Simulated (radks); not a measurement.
# K²⁺ in [Ne] 3s1 3p6: an all-electron calculation

The task here is to estimate one member of a computed series from the others.

Program: radks (a radial shooting solver on a logarithmic mesh, Libxc functionals) version 1. Level of theory: scalar-relativistic Kohn-Sham, PBE, spin-polarised, spherical densities, finite nucleus; open shells are filled with parallel spins first. These are calculated values, not measurements, unless marked.

### What is computed

* element: potassium (Z = 19)
* charge: +2
* electrons: 17
* configuration: [Ne] 3s1 3p6
* nuclear rms radius: 3.4349 fm

The outer shells:

K²⁺
```
[Ne] core
3s [↑ ]
3p [↑↓][↑↓][↑↓]
```

Set-up of the first run:

The run's settings:

```text
Z 19
configuration [Ne] 3s1 3p6
relativity scalar-relativistic
functional pbe,pbe
spin polarised
nucleus finite rms 3.4349 fm
c 137.035999084
```

Started as:

```sh
$ python run_ks.py task.json out
```

All runs below come from this command, one after another.

Steps of the session up to this table: Self-consistent calculation.

One of the session's tables, all rows but one given; the rest of the session is left out.

It belongs to the step «Orbitals and density». Radial moments (bohr):

```
  level      <r>  outermost maximum (interpolated)  90 % within  nodes
  1s up  0.08105                            0.0530        0.145      0
1s down  0.08105                            0.0530        0.145      0
  2s up   0.3874                             0.318        0.604      1
2s down   0.3874                             0.318        0.604      1
  2p up        ?                                 ?            ?      ?
2p down   0.3502                             0.263        0.579      0
  3s up    1.227                              1.06         1.83      2
3s down    1.234                              1.07         1.85      2
  3p up    1.342                              1.12         2.06      1
3p down    1.356                              1.13         2.08      1
```

Q: Estimate the row for 2p up from the others.

The run gave: <r>: 0.3503; outermost maximum (interpolated): 0.263; 90 % within: 0.579; nodes: 0. In the column «<r>» it lies between 2p down (0.3502) and 2s up (0.3874).
